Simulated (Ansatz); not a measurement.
# B2H3Br: basis-set convergence

An exercise on one series of results from a longer session: the logs are not shown, and one member is left open.

Program: Ansatz 0.2.0, Gaussian basis. Level of theory: one geometry, several basis sets. These are calculated values, not measurements.

Plan: PBE0-D4/def2-SVP; ωB97M-V/def2-SVP; PBE0-D4/def2-QZVPP; ωB97M-V/def2-QZVPP; the functionals' def2-TZVPP values are taken from earlier runs.

## The geometry

An earlier PBE0-D4 in a triple-zeta def2 set relaxation fixed the geometry.

6 atoms, charge 0, spin multiplicity 1.

Atoms are counted from 1 here; the program's logs count them from 0.

Bond lengths: B1–B2 1.645 Å, B1–H4 1.198 Å, B1–H5 1.198 Å, B2–Br3 1.919 Å, B2–H6 1.192 Å. Angles: B2–B1–H4 121.5°, B2–B1–H5 121.5°, H4–B1–H5 117.0°, B1–B2–Br3 112.6°, B1–B2–H6 131.3°, Br3–B2–H6 116.1°.

Set-up of the first run:

in.yaml reads:

```yaml
crystal:
  periodic: [false, false, false]
  atoms:
    - {symbol: B, position_ang: [-0.230910, 0.013016, -0.856388]}
    - {symbol: B, position_ang: [0.450480, -0.170063, 0.629577]}
    - {symbol: Br, position_ang: [-0.626529, 0.577187, 2.031034]}
    - {symbol: H, position_ang: [-0.033704, 0.991671, -1.518718]}
    - {symbol: H, position_ang: [-0.991889, -0.799072, -1.299978]}
    - {symbol: H, position_ang: [1.474651, -0.676738, 0.968272]}
basis:
  gaussian: {orbitals: def2-SVP}
hamiltonian: {xc: pbe0, dispersion: d4}
output: {orbitals: {seedname: orbitals}}
```

Started as:

```
ansatz run in.yaml --threads 2 --pin off --events-out ev --progress --plain --max-ram 4352MiB
```

Among the steps run: PBE0-D4 in def2-SVP; ωB97M-V in def2-SVP; PBE0-D4 in def2-QZVPP; ωB97M-V in def2-QZVPP.

One of the session's tables, all rows but one given; the rest of the session is left out.

It belongs to the step «Density functionals: the series». 

| functional | basis | HOMO (eV) | LUMO (eV) |
| --- | --- | --- | --- |
| PBE0-D4 | def2-SVP | -7.84 | -1.97 |
| PBE0-D4 | def2-TZVPP | -7.93 | -2.07 |
| PBE0-D4 | def2-QZVPP | -7.94 | -2.09 |
| ωB97M-V | def2-SVP | ? | ? |
| ωB97M-V | def2-TZVPP | -10.14 | -0.12 |
| ωB97M-V | def2-QZVPP | -10.15 | -0.19 |

Q: Estimate the row for ωB97M-V, def2-SVP from the others.

The run gave: HOMO (eV): -10.02; LUMO (eV): 0.10. In the column «HOMO (eV)» it lies between ωB97M-V, def2-TZVPP (-10.14) and PBE0-D4, def2-QZVPP (-7.94).
